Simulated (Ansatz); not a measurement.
# CH₃SSb: one species, many methods

One table from this session's results is given with a row withheld; the runs are named, their logs left out.

Method: functionals in def2-TZVPP, the program's frozen cores in correlated methods; program: Ansatz 0.2.0, Gaussian basis.

Levels to be run: LDA (SPW92), PBE-D4, revPBE-D4, BLYP-D4, r2SCAN-D4, B97M-V, PBE0-D4, B3LYP-D4, r2SCANh-D4, r2SCAN0-D4, HSE06-D4, BHLYP-D4, CAM-B3LYP-D4, LC-ωPBE, ωB97X-V, ωB97M-V, B2PLYP, PBE-QIDH; CCSD(T)/def2-SVP; CCSD(T)/def2-TZVPP; MP2/def2-QZVPP; extrapolation to the limit; RPA on PBE.

## The geometry

All runs share one geometry, relaxed beforehand with PBE0-D4 in a triple-zeta def2 set. Sb takes the def2 core potential; no spin-orbit term is included.

SMILES `S=[CH][SbH2]`, 6 atoms, charge 0, spin multiplicity 1.

Atoms are counted from 1 here; the program's logs count them from 0.

Bond lengths: S1–C2 1.604 Å, C2–Sb3 2.158 Å, C2–H4 1.093 Å, Sb3–H5 1.711 Å, Sb3–H6 1.702 Å. Angles: S1–C2–Sb3 124.9°, S1–C2–H4 120.0°, Sb3–C2–H4 114.9°, C2–Sb3–H5 93.6°, C2–Sb3–H6 93.3°, H5–Sb3–H6 92.6°.

Set-up of the first run:

Contents of in.yaml:

```yaml
crystal:
  periodic: [false, false, false]
  atoms:
    - {symbol: S, position_ang: [-1.227454, -1.652047, 0.934729]}
    - {symbol: C, position_ang: [-0.077434, -0.963969, 0.053554]}
    - {symbol: Sb, position_ang: [0.769204, 0.984721, 0.430767]}
    - {symbol: H, position_ang: [0.396693, -1.522461, -0.758136]}
    - {symbol: H, position_ang: [0.936427, 1.353507, -1.231372]}
    - {symbol: H, position_ang: [-0.755238, 1.736250, 0.524358]}
basis:
  gaussian: {orbitals: def2-TZVPP}
hamiltonian: {xc: lda}
output: {orbitals: {seedname: orbitals}}
```

The run is started by

```bash
$ ansatz run in.yaml --threads 2 --pin off --events-out ev --progress --plain --max-ram 4352MiB
```

Steps of the session up to this table: LDA; PBE-D4 (GGA); revPBE-D4 (GGA); BLYP-D4 (GGA); r2SCAN-D4 (meta-GGA); B97M-V (meta-GGA); B3LYP-D4 (hybrid); r2SCANh-D4 (hybrid); r2SCAN0-D4 (hybrid); HSE06-D4 (hybrid); BHLYP-D4 (hybrid); CAM-B3LYP-D4 (range-separated); LC-ωPBE (range-separated); ωB97X-V (range-separated); ωB97M-V (range-separated); B2PLYP (double hybrid); PBE-QIDH (double hybrid).

One of the session's tables, all rows but one given; the rest of the session is left out.

It belongs to the step «Orbital energies across the functionals». 

```
  functional  HOMO (eV)  LUMO (eV)  gap (eV)
 LDA (SPW92)      -5.29      -3.67      1.62
      PBE-D4      -5.17      -3.48      1.69
   revPBE-D4      -5.12      -3.41      1.71
     BLYP-D4      -5.01      -3.31      1.70
   r2SCAN-D4      -5.37      -3.40      1.97
      B97M-V      -5.41      -3.31      2.09
     PBE0-D4      -6.29      -2.57      3.72
    B3LYP-D4      -6.07      -2.75      3.32
  r2SCANh-D4      -5.79      -3.05      2.74
  r2SCAN0-D4      -6.43      -2.53      3.89
    HSE06-D4      -5.90      -2.96      2.94
    BHLYP-D4          ?          ?         ?
CAM-B3LYP-D4      -7.55      -1.40      6.15
     LC-ωPBE      -8.88      -0.32      8.56
     ωB97X-V      -8.54      -0.37      8.17
     ωB97M-V      -8.38      -0.42      7.97
```

**Question.** Estimate the row for BHLYP-D4.

Worked estimate for «HOMO (eV)». Against the share of exact exchange, BLYP-D4 (0, -5.01), B3LYP-D4 (0.2, -6.07) give a slope of -5.30 per unit share; at 0.5 the line stands at -7.66.

The run gave: HOMO (eV): -7.28; LUMO (eV): -1.49; gap (eV): 5.79. In «HOMO (eV)» the line misses by -0.38.
